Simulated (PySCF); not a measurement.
# C₂H₈B₂O₂: electronic excitations and core binding energies

Aim: predict the electronic excitations and core binding energies of C₂H₈B₂O₂ (`CBOBOC`).

Computed with PySCF 2.14.0, with density-fitted response routines of our own, on a single molecule in the gas phase. Atoms are numbered from 0 throughout.

### 1 The starting structure

14 atoms, charge 0, multiplicity 1; geometry from: GFN2-xTB.

Bonds of the start (Å): C0–B1 1.60, B1–O2 1.31, O2–B3 1.31, B3–O4 1.36, O4–C5 1.40, C0–H6 1.09, C0–H7 1.09, C0–H8 1.09, B1–H9 1.18, B3–H10 1.19, C5–H11 1.09, C5–H12 1.09, C5–H13 1.09.

### 2 Excited states and response: CAM-B3LYP/def2-SVPD

Job settings and geometry (Å):

```
{"job": {"kind": "uv", "xc": "CAM-B3LYP", "basis": "def2-SVPD", "nstates": 8, "ntriplets": 3}, "charge": 0, "multiplicity": 1}
C     -2.787878    -0.044738     0.354747
B     -1.678753     1.093702     0.489237
O     -0.491950     0.955105    -0.035968
B      0.700831     0.731108    -0.540929
O      1.629717     0.130719     0.244324
C      2.943640    -0.137242    -0.166584
H     -2.483460    -0.854793    -0.302483
H     -3.003546    -0.474594     1.331066
H     -3.726751     0.359036    -0.017163
H     -1.930039     2.098580     1.063432
H      0.944058     1.064619    -1.654481
H      3.131933     0.213090    -1.185405
H      3.116405    -1.215813    -0.119988
H      3.635115     0.360773     0.518028
```

With the program's defaults for keys left out, this is: TDDFT CAM-B3LYP/def2-SVPD, vertical, gas phase, core orbitals frozen in the response.

The run is started by

```
OMP_NUM_THREADS=1 python probes_run.py task.json out
```

This one command runs all jobs of the session in turn.

The program printed:

```text
coarse grid: 11480 points
cycle   1  E = -280.7895722068  dE =  7.758e-01  |g| = 8.069e-01  |ddm| = 5.949e+00
cycle   2  E = -280.7278719320  dE =  6.170e-02  |g| = 1.029e+00  |ddm| = 1.808e+00
cycle   3  E = -280.9161419414  dE = -1.883e-01  |g| = 5.726e-02  |ddm| = 9.071e-01
cycle   4  E = -280.9167467611  dE = -6.048e-04  |g| = 3.115e-02  |ddm| = 1.329e-01
cycle   5  E = -280.9169910115  dE = -2.443e-04  |g| = 3.302e-03  |ddm| = 4.705e-02
cycle   6  E = -280.9169939621  dE = -2.951e-06  |g| = 1.063e-03  |ddm| = 9.253e-03
final grid: 110224 points
cycle   7  E = -280.9813300904  dE = -4.193e-05  |g| = 3.531e-03  |ddm| = 7.474e-02
cycle   8  E = -280.9813307201  dE = -6.297e-07  |g| = 3.392e-03  |ddm| = 1.259e-02
cycle   9  E = -280.9813331610  dE = -2.441e-06  |g| = 4.252e-04  |ddm| = 4.135e-03
cycle  10  E = -280.9813331890  dE = -2.807e-08  |g| = 2.418e-04  |ddm| = 6.521e-04
cycle  11  E = -280.9813332009  dE = -1.187e-08  |g| = 3.125e-05  |ddm| = 3.399e-04
cycle  12  E = -280.9813332011  dE = -2.032e-10  |g| = 1.521e-05  |ddm| = 7.790e-05
converged SCF energy = -280.9813332011

Static polarisability (au): isotropic 62.699, principal 53.081 54.123 80.892

Singlet excitations
state   eV       nm        f      main configurations
  1   6.3063    196.6   0.00127   H->L+1 0.49, H->L 0.39
  2   7.7164    160.7   0.10267   H->L 0.40, H->L+1 0.33, H->L+2 0.20
  3   7.8875    157.2   0.20640   H->L+2 0.57, H->L+3 0.19
  4   7.9714    155.5   0.01696   H-1->L+2 0.63, H-1->L+3 0.24
  5   8.2784    149.8   0.00255   H->L+3 0.56, H-2->L 0.16
  6   8.6477    143.4   0.05779   H-1->L 0.79
  7   8.8096    140.7   0.00526   H-2->L+1 0.32, H-2->L 0.23, H-1->L+1 0.12
  8   8.8543    140.0   0.04352   H->L+4 0.27, H-1->L+1 0.23, H->L+5 0.16

Triplet excitations (Tamm-Dancoff, eV): 5.8385 6.9626 7.4416
```

Wall time 55 s (1 thread of Arm Neoverse N1, shared host); peak memory 0.82 GiB.

The orbitals next to the gap, with their largest atomic shares:

```tsv
orbital	eV	atoms
HOMO−3	-11.58	O2 32 %, O4 15 %, C5 11 %
HOMO−2	-10.69	O4 38 %, C5 15 %, B1 9 %
HOMO−1	-10.50	O4 43 %, B3 17 %, H10 12 %
HOMO	-9.39	O2 23 %, B1 19 %, C0 17 %
LUMO	1.02	B1 30 %, B3 27 %, O2 11 %
LUMO+1	1.18	B1 34 %, O2 16 %, B3 12 %
LUMO+2	1.38	B3 25 %, O2 16 %, O4 15 %
```

With each of the 8 states as a Gaussian band of 0.4 eV half-width at 1/e, the curve within the window shown has maxima at 158 nm (ε 13,000), 142 nm (ε 4,200) L/(mol cm). Beyond the last state computed it falls off for lack of states. The curve at chosen wavelengths:

nm, ε (L/mol/cm) and a bar:
```
      135       1577 ####
      138       3145 #######
      141       4141 ##########
      145       4053 ##########
      148       4651 ###########
      151       7170 #################
      154      10636 #########################
      158      12684 ##############################
      161      10930 ##########################
      164       7567 ##################
      167       4307 ##########
      171       1552 ####
      174        604 #
      177        207 
      180         68 
      184         28 
      187         31 
      190         40 
      193         48 
      197         51 
      200         47 
      203         39 
      206         29 
      210         18 
      213         11 
      216          6
```

Further results of this job:

```tsv
property	computed
dipole moment (D)	1.48
polarisability (Å³)	9.29
HOMO–LUMO gap (eV)	10.40
−ε(HOMO) (eV)	9.39
```

### 3 X-ray photoelectron lines: SCAN, X2C

Settings changed since step 2:

```diff
@@ -1,2 +1,2 @@
-{"job": {"kind": "uv", "xc": "CAM-B3LYP", "basis": "def2-SVPD", "nstates": 8, "ntriplets": 3}, "charge": 0, "multiplicity": 1}
+{"job": {"kind": "xps"}, "charge": 0, "multiplicity": 1}
 C     -2.787878    -0.044738     0.354747
```

Level: delta-SCF UKS SCAN, pcX-2 on the ionised atom, pcseg-1 elsewhere, spin-free X2C.

The program printed:

```text
ground state, core basis on atom 0 (C), 155 functions
  cycle   1  E = -281.13029810  |g| = 8.37e-01
  cycle   2  E = -280.86408465  |g| = 1.43e+00
  cycle   3  E = -281.26592174  |g| = 1.65e-01
  cycle   4  E = -281.27136830  |g| = 5.21e-02
  cycle   5  E = -281.27198881  |g| = 1.29e-02
  cycle   6  E = -281.27200790  |g| = 1.00e-02
  cycle   7  E = -281.27202453  |g| = 1.47e-03
  cycle   8  E = -281.27202534  |g| = 4.06e-04
  E(ground) = -281.28685961 Eh
hole in C 1s of atom 0
  cycle   1  E = -270.06462085  |g| = 1.50e+00
  cycle   2  E = -269.63115361  |g| = 1.65e+00
  cycle   3  E = -270.57860554  |g| = 3.30e-01
  cycle   4  E = -270.59460290  |g| = 2.57e-01
  cycle   5  E = -270.61965218  |g| = 4.21e-02
  cycle   6  E = -270.62010595  |g| = 1.99e-02
  cycle   7  E = -270.62022541  |g| = 1.00e-02
  cycle   8  E = -270.62026497  |g| = 1.79e-03
  cycle   9  E = -270.62026700  |g| = 7.02e-04
  cycle  10  E = -270.62026617  |g| = 2.87e-04
  E(ion) = -270.63307928 Eh   <S^2> = 0.7652   hole on atom = 1.000   binding energy = 289.904 eV
ground state, core basis on atom 1 (B), 155 functions
  cycle   1  E = -281.26871918  |g| = 4.97e-02
  cycle   2  E = -281.26865628  |g| = 3.00e-02
  cycle   3  E = -281.26879612  |g| = 1.92e-02
  cycle   4  E = -281.26887003  |g| = 6.25e-03
  cycle   5  E = -281.26887793  |g| = 9.01e-04
  cycle   6  E = -281.26887930  |g| = 3.49e-04
  E(ground) = -281.28453795 Eh
hole in B 1s of atom 1
  cycle   1  E = -273.64416993  |g| = 1.16e+00
  cycle   2  E = -271.60132433  |g| = 1.92e+00
  cycle   3  E = -273.76820884  |g| = 7.38e-01
  cycle   4  E = -273.99592491  |g| = 3.12e-01
  cycle   5  E = -274.02550498  |g| = 2.09e-01
  cycle   6  E = -274.04099301  |g| = 7.25e-02
  cycle   7  E = -274.04303291  |g| = 2.61e-02
  cycle   8  E = -274.04329955  |g| = 6.75e-03
  cycle   9  E = -274.04332752  |g| = 2.62e-03
  cycle  10  E = -274.04333350  |g| = 1.29e-03
  cycle  11  E = -274.04333503  |g| = 6.52e-04
  cycle  12  E = -274.04333550  |g| = 1.61e-04
  E(ion) = -274.05851897 Eh   <S^2> = 0.7832   hole on atom = 1.000   binding energy = 196.630 eV
ground state, core basis on atom 2 (O), 155 functions
  cycle   1  E = -281.30441481  |g| = 1.12e-01
  cycle   2  E = -281.30201041  |g| = 1.36e-01
  cycle   3  E = -281.30478523  |g| = 4.75e-02
  cycle   4  E = -281.30514873  |g| = 1.04e-02
  cycle   5  E = -281.30517055  |g| = 7.34e-04
  cycle   6  E = -281.30517095  |g| = 2.52e-04
  E(ground) = -281.31599808 Eh
hole in O 1s of atom 2
  cycle   1  E = -260.68257307  |g| = 2.23e+00
  cycle   2  E = -260.25902964  |g| = 2.16e+00
  cycle   3  E = -261.40408337  |g| = 5.11e-01
  cycle   4  E = -261.40004048  |g| = 5.03e-01
  cycle   5  E = -261.49906881  |g| = 7.27e-02
  cycle   6  E = -261.50090066  |g| = 3.00e-02
  cycle   7  E = -261.50137511  |g| = 3.78e-03
  cycle   8  E = -261.50138198  |g| = 1.27e-03
  cycle   9  E = -261.50138256  |g| = 4.24e-04
  E(ion) = -261.51216135 Eh   <S^2> = 0.7603   hole on atom = 1.000   binding energy = 538.890 eV
ground state, core basis on atom 3 (B), 155 functions
  cycle   1  E = -281.26933584  |g| = 1.24e-01
  cycle   2  E = -281.26366838  |g| = 2.10e-01
  cycle   3  E = -281.27166890  |g| = 1.80e-02
  cycle   4  E = -281.27170130  |g| = 1.35e-02
  cycle   5  E = -281.27173510  |g| = 3.16e-03
  cycle   6  E = -281.27174001  |g| = 4.45e-04
  E(ground) = -281.28736997 Eh
hole in B 1s of atom 3
  cycle   1  E = -273.62545676  |g| = 1.17e+00
  cycle   2  E = -271.99306670  |g| = 1.85e+00
  cycle   3  E = -273.83100069  |g| = 5.63e-01
  cycle   4  E = -273.98549238  |g| = 2.95e-01
  cycle   5  E = -274.00410577  |g| = 2.15e-01
  cycle   6  E = -274.02062894  |g| = 7.35e-02
  cycle   7  E = -274.02274176  |g| = 2.48e-02
  cycle   8  E = -274.02301663  |g| = 8.16e-03
  cycle   9  E = -274.02307114  |g| = 3.65e-03
  cycle  10  E = -274.02308566  |g| = 2.25e-03
  cycle  11  E = -274.02309123  |g| = 7.91e-04
  cycle  12  E = -274.02309126  |g| = 1.71e-04
  E(ion) = -274.03847425 Eh   <S^2> = 0.7945   hole on atom = 1.000   binding energy = 197.252 eV
ground state, core basis on atom 4 (O), 155 functions
  cycle   1  E = -281.30255622  |g| = 1.03e-01
  cycle   2  E = -281.30119165  |g| = 1.01e-01
  cycle   3  E = -281.30238340  |g| = 5.86e-02
  cycle   4  E = -281.30297355  |g| = 6.29e-03
  cycle   5  E = -281.30297883  |g| = 1.31e-03
  cycle   6  E = -281.30297918  |g| = 2.60e-04
  E(ground) = -281.31575772 Eh
hole in O 1s of atom 4
  cycle   1  E = -260.68852709  |g| = 2.23e+00
  cycle   2  E = -259.70896249  |g| = 2.40e+00
  cycle   3  E = -261.35088159  |g| = 5.95e-01
  cycle   4  E = -261.43417594  |g| = 4.21e-01
  cycle   5  E = -261.50297749  |g| = 1.37e-01
  cycle   6  E = -261.50955217  |g| = 3.88e-02
  cycle   7  E = -261.51018120  |g| = 7.85e-03
  cycle   8  E = -261.51021073  |g| = 3.60e-03
  cycle   9  E = -261.51021792  |g| = 9.89e-04
  cycle  10  E = -261.51021879  |g| = 3.23e-04
  E(ion) = -261.52336021 Eh   <S^2> = 0.7614   hole on atom = 1.000   binding energy = 538.579 eV
ground state, core basis on atom 5 (C), 155 functions
  cycle   1  E = -281.27359278  |g| = 9.28e-02
  cycle   2  E = -281.27067487  |g| = 1.45e-01
  cycle   3  E = -281.27452443  |g| = 2.10e-02
  cycle   4  E = -281.27458476  |g| = 1.10e-02
  cycle   5  E = -281.27460849  |g| = 1.01e-03
  cycle   6  E = -281.27460757  |g| = 2.89e-04
  E(ground) = -281.28899131 Eh
hole in C 1s of atom 5
  cycle   1  E = -269.97815324  |g| = 1.49e+00
  cycle   2  E = -267.28522920  |g| = 2.39e+00
  cycle   3  E = -270.05846470  |g| = 9.93e-01
  cycle   4  E = -270.44352884  |g| = 4.49e-01
  cycle   5  E = -270.51647138  |g| = 1.34e-01
  cycle   6  E = -270.52207533  |g| = 4.88e-02
  cycle   7  E = -270.52329094  |g| = 1.17e-02
  cycle   8  E = -270.52336371  |g| = 4.99e-03
  cycle   9  E = -270.52337881  |g| = 2.71e-03
  cycle  10  E = -270.52338128  |g| = 1.67e-03
  cycle  11  E = -270.52338407  |g| = 4.27e-04
  E(ion) = -270.53766866 Eh   <S^2> = 0.7709   hole on atom = 1.000   binding energy = 292.558 eV
```

Wall time 1.7 min (1 thread of Arm Neoverse N1, shared host); peak memory 0.51 GiB.

The holes in one table. −ε is the ground-state orbital energy:

```tsv
hole	stands for	environment	ΔSCF (eV)	−ε (eV)	⟨S²⟩
C1s on C0	C0	methyl carbon bonded to B	289.90	272.6	0.765
B1s on B1	B1	boron bonded to C, O, H	196.63	180.6	0.783
O1s on O2	O2	oxygen bonded to 2 B	538.89	517.1	0.760
B1s on B3	B3	boron bonded to 2 O, H	197.25	181.2	0.794
O1s on O4	O4	oxygen bonded to C, B	538.58	516.9	0.761
C1s on C5	C5	methyl carbon bonded to O	292.56	275.1	0.771
```

### 4 Outcome

| quantity | value |
| --- | --- |
| lowest singlet (CAM-B3LYP/def2-SVPD) | 6.31 eV (197 nm), f = 0.001 |
| brightest single state of those computed | state 3, 7.89 eV, f = 0.206 |
| lowest triplet | 5.84 eV |
| C1s binding energies, SCAN/pcX-2 | C5 292.56, C0 289.90 eV |
| B1s binding energies, SCAN/pcX-2 | B3 197.25, B1 196.63 eV |
| O1s binding energies, SCAN/pcX-2 | O2 538.89, O4 538.58 eV |

In words: The first singlet state (HOMO→LUMO+1 0.49, HOMO→LUMO 0.39) lies at 6.31 eV and is weak; of the 8 states computed, the strongest absorption comes from state 3 at 7.89 eV. The lowest triplet lies 0.47 eV below the lowest singlet (triplets in Tamm-Dancoff, singlets in full TDDFT). The C1s levels kept as sound span 2.65 eV, from C0 (methyl carbon bonded to B) up to C5 (methyl carbon bonded to O). The B1s levels kept as sound span 0.62 eV, from B1 (boron bonded to C, O, H) up to B3 (boron bonded to 2 O, H). The O1s levels kept as sound span 0.31 eV, from O4 (oxygen bonded to C, B) up to O2 (oxygen bonded to 2 B).
